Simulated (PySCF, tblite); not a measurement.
**C₂H₇Cl₃P₂Si₂: geometry, infrared bands and NMR shifts**

Wanted: the infrared bands and NMR shifts of C₂H₇Cl₃P₂Si₂ (`ClC(Cl)(Cl)C[SiH]1P[SiH2]P1`), by calculation.

Computed with tblite 0.8.0 and PySCF 2.14.0, with density-fitted response routines of our own, on a single molecule in the gas phase. Atoms are numbered from 0 throughout.

### 1 Starting geometry

16 atoms, charge 0, multiplicity 1; geometry from: force field or distance geometry start.

Bonds of the start (Å): Cl0–C1 1.76, C1–Cl2 1.77, C1–Cl3 1.78, C1–C4 1.52, C4–Si5 1.86, Si5–P6 2.19, P6–Si7 2.22, Si7–P8 2.20, P8–Si5 2.22, C4–H9 1.11, C4–H10 1.09, Si5–H11 1.46, P6–H12 1.44, Si7–H13 1.46, Si7–H14 1.49, P8–H15 1.44.

### 2 Optimising the geometry with GFN2-xTB

What the job is given:

```
{"job": {"kind": "relax", "xc": "GFN2-xTB", "basis": "xTB"}, "charge": 0, "multiplicity": 1}
Cl     2.595700     1.865100    -0.400400
C      2.717200     0.140800    -0.089900
Cl     2.833100    -0.743700    -1.616600
Cl     4.208600    -0.167900     0.837600
C      1.569200    -0.341700     0.785000
Si    -0.101200    -0.078600     0.020100
P     -1.312100     1.384600     1.102700
Si    -3.056100     0.074200     0.681200
P     -1.613900    -1.587200     0.617600
H      1.667700    -1.421500     1.029200
H      1.617400     0.180800     1.744400
H     -0.067800     0.030200    -1.439100
H     -1.492200     2.672000     0.487400
H     -3.952900     0.098100     1.838800
H     -3.702000     0.398900    -0.616000
H     -1.918200    -2.495300    -0.458500
```

The run is started by

```bash
$ OMP_NUM_THREADS=1 python probes_run.py task.json out
```

One launch serves the whole session: the jobs run in the order shown.

**Question.** This job is followed by: GFN2-xTB harmonic vibrations, gas phase; GIAO PBE0/pcSseg-1 NMR shielding, non-relativistic, gas phase. What will the session give for the following? strongest single infrared mode (GFN2-xTB); zero-point energy (GFN2-xTB); ¹³C shifts against TMS (PBE0/pcSseg-1); ¹H shifts against TMS (PBE0/pcSseg-1, means over atoms taken as alike); ³⁵Cl shifts against HCl (PBE0/pcSseg-1, means over atoms taken as alike); ²⁹Si shifts against TMS (PBE0/pcSseg-1); ³¹P shifts against H3PO4 (PBE0/pcSseg-1, means over atoms taken as alike).

**Answer**, as computed:

| quantity | value |
| --- | --- |
| strongest single infrared mode (GFN2-xTB) | 594 cm⁻¹, 347 km/mol |
| zero-point energy (GFN2-xTB) | 50.6 kcal/mol |
| ¹³C shifts against TMS (PBE0/pcSseg-1) | 122.0, 56.1 ppm |
| ¹H shifts against TMS (PBE0/pcSseg-1, means over atoms taken as alike) | 5.90, 5.14, 4.60, 2.78, 2.64 ppm |
| ³⁵Cl shifts against HCl (PBE0/pcSseg-1, means over atoms taken as alike) | 505 ppm |
| ²⁹Si shifts against TMS (PBE0/pcSseg-1) | -29.1, -72.1 ppm |
| ³¹P shifts against H3PO4 (PBE0/pcSseg-1, means over atoms taken as alike) | -264.0 ppm |

In words: Over 116 steps the energy fell by 0.577 eV; of the close pairs, Si5–P6 changed most, 2.186 to 2.261 Å. No mode is imaginary among the 42: a minimum at this level. The strongest single mode, at 594 cm⁻¹, is spread over many atoms; the largest shares are those of H13, H14. Unscaled tight-binding wavenumbers are off by several per cent, some by more. Its intensities can rank the bands wrongly. C1 stands next to heavy halogen, whose spin-orbit shielding this run leaves out, so the computed shift lies too far downfield, most of all for carbon beside Br or I. At PBE0/pcSseg-1: Shielding is most anisotropic at Cl0, Cl2, Cl3 (span 800 ppm, paramagnetic term -700 ppm).
